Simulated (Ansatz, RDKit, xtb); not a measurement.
**Isomers of C7H5NO, a sample narrowed down**

Which of a sample of isomers of C7H5NO is the most stable in the gas at 298.15 K, and what are its properties? The sample is small against all isomers, and the most stable one of this formula need not be in it.

The funnel: GFN2-xTB relaxations, single points with a density functional, relaxations at B3LYP/def2-SVP, harmonic vibrations (at GFN2-xTB), and a last energy at a higher level. All values are calculated.

### 1 Drawing up candidates

Isomers were taken from a list of plausible structures; this is a sample, not all of them. That gives 14 candidates, of which 1 could not be built in three dimensions.

| label | SMILES | spin |
| --- | --- | --- |
| c080 | C#C/C=C/C#CC(N)=O | singlet |
| c101 | N#C[C@@H]1C=CC=CC1=O | singlet |
| c110 | c1ccc2ocnc2c1 | singlet |
| c128 | N#Cc1cccc(O)c1 | singlet |
| c160 | C#CC(=O)C#CCC=N | singlet |
| c165 | C=Cc1occc1C#N | singlet |
| c218 | C=C(C#N)C#CC(C)=O | singlet |
| c317 | C=CC#Cc1ncco1 | singlet |
| c376 | C#C[C@@H]1COC=C1C#N | singlet |
| c402 | N#C[C@@]12[C@@H]3[C@H]4[C@@H]([C@@H]31)[C@]42O | singlet |
| c780 | C#C/C=C(\C#C)C(N)=O | singlet |
| c838 | N#Cc1ccccc1O | singlet |
| c884 | C#CC(C#C)=CNC=O | singlet |

Candidates are built by distance geometry, with a force field where one applies, in up to four conformers (letters a to d).

**Question.** With final energies at CCSD(T)/def2-SVP + MP2/def2-TZVPP - MP2/def2-SVP, which structure will this search put lowest in free energy, and by what margin?

| quantity | value |
| --- | --- |
| lowest structure found | N#Cc1ccccc1O, singlet |
| next finalist | c1ccc2ocnc2c1, singlet, 1.5 kcal/mol higher in G |
| share at equilibrium, among the finalists | 89.8 % |

The lowest structure found is `N#Cc1ccccc1O`. The margin, 1.5 kcal/mol, is modest. The thermal terms turn the order: in electronic energy alone `c1ccc2ocnc2c1` is lowest. They come from GFN2-xTB, so the order rests on a rough term. HF/def2-SVP already puts its bonding pattern lowest among the structures in one piece; GFN2-xTB, HF/STO-3G, r2SCAN-D4/def2-SVP, B3LYP/def2-SVP and MP2/def2-SVP favour the singlet c1ccc2ocnc2c1. Lowest found is not proven lowest: the search is finite, and each finalist counts with one conformer. Only 13 drawn patterns were tried, so whole families of isomers are missing, and the result ranks this sample alone.
